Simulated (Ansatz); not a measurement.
# RuFBr: the band gap up the ladder of functionals

One table from this session's results is given with a row withheld; the runs are named, their logs left out.

The runs shown are made with Ansatz 0.2.0. PAW datasets, plane waves. Values at 0 K without nuclear motion; spin polarisation is off, and the phase may be a hypothetical one.

## The system as given

The cell was relaxed beforehand with r2SCAN.

The sheet's in-plane cell has a = 3.546 Å, b = 3.546 Å (γ = 120.0°), and its outermost atoms lie 2.23 Å apart along the normal. Around Ru lie 3 F at 2.27 Å and 3 Br at 2.40 Å; around F lie 3 Ru at 2.27 Å; around Br lie 3 Ru at 2.40 Å.

As a file:

```cif
data_structure
_symmetry_space_group_name_H-M 'P 1'
_symmetry_Int_Tables_number 1
_cell_length_a 3.5455
_cell_length_b 3.5455
_cell_length_c 29.3088
_cell_angle_alpha 90.000
_cell_angle_beta 90.000
_cell_angle_gamma 120.000
_cell_volume 319.08
loop_
_atom_site_label
_atom_site_type_symbol
_atom_site_fract_x
_atom_site_fract_y
_atom_site_fract_z
_atom_site_occupancy
Ru1 Ru 0.00000 0.00000 0.31008 1
F1 F 0.33333 0.66667 0.34366 1
Br1 Br 0.66667 0.33333 0.26749 1
```
The sheet repeats along a and b alone.

The first run:

The input, input.yaml:

```yaml
crystal:
  lattice:
    - [3.5455365902, 0.0, 0.0]
    - [-1.7727682951, 3.0705247572, 0.0]
    - [0.0, 0.0, 29.3088474904]
  atoms:
    - { symbol: Ru, position: [0.0, 0.0, 0.3100824684] }
    - { symbol: F, position: [0.3333333333, 0.6666666667, 0.343655529] }
    - { symbol: Br, position: [0.6666666667, 0.3333333333, 0.2674855345] }
  periodic: [true, true, false]
kpoints:
  mp_grid: { grid: [12, 12, 1] }
  band_path:
    path:
      - [0, 0, 0]
      - [0.5, 0, 0]
      - [0.3333333333333, 0.3333333333333, 0]
      - [0, 0, 0]
    npoints: 10
hamiltonian:
  xc: pbe
scf:
  occupations: { method: fermi_dirac, width: 0.02 }
  n_extra_bands: 4
output:
  forces: true
  stress: true
  eigenvalues: true
```

Command:

```
> ansatz run input.yaml --threads 4 --pin off --max-ram 5529MiB --backend cpu --events-out ev --progress --plain --runs-dir out
```

Among the steps run: PBE band path; r2SCAN; Single point with HSE06; PBE+SOC at the same geometry; Single point with PBE0; Single point with LDA; HSE06+SOC; r2SCAN0; r2SCANh at the same geometry.

One of the session's tables, all rows but one given; the rest of the session is left out.

| level | gap (eV) |
| --- | --- |
| PBE | 1.14 |
| r2SCAN | 1.49 |
| HSE06 | 2.82 |
| PBE+SOC | 1.09 |
| PBE0 | 3.60 |
| LDA | 1.04 |
| HSE06+SOC | 2.73 |
| r2SCAN0 | ? |
| r2SCANh | 2.44 |

Estimate the missing values for r2SCAN0.

Worked estimate for «gap (eV)». Against the share of exact exchange, r2SCAN (0, 1.49), r2SCANh (0.1, 2.44) give a slope of 9.50 per unit share; at 0.25 the line stands at 3.86.

The run gave: gap (eV): 3.97. In «gap (eV)» the line misses by -0.11.

Meshes: PBE 12×12×1, r2SCAN 12×12×1, HSE06 6×6×1, PBE+SOC 12×12×1, PBE0 6×6×1, LDA 12×12×1, HSE06+SOC 6×6×1, r2SCAN0 6×6×1, r2SCANh 6×6×1

PBE reaches 40 % of the HSE06 value, and r2SCAN 53 %. PBE0 lies 0.79 eV above HSE06, which differs from it by screening the long-range exchange.

Limits of these values: Warnings in the runs' records: stress scf threshold loose, stress exchange threshold loose, xc potential rough in thin density.
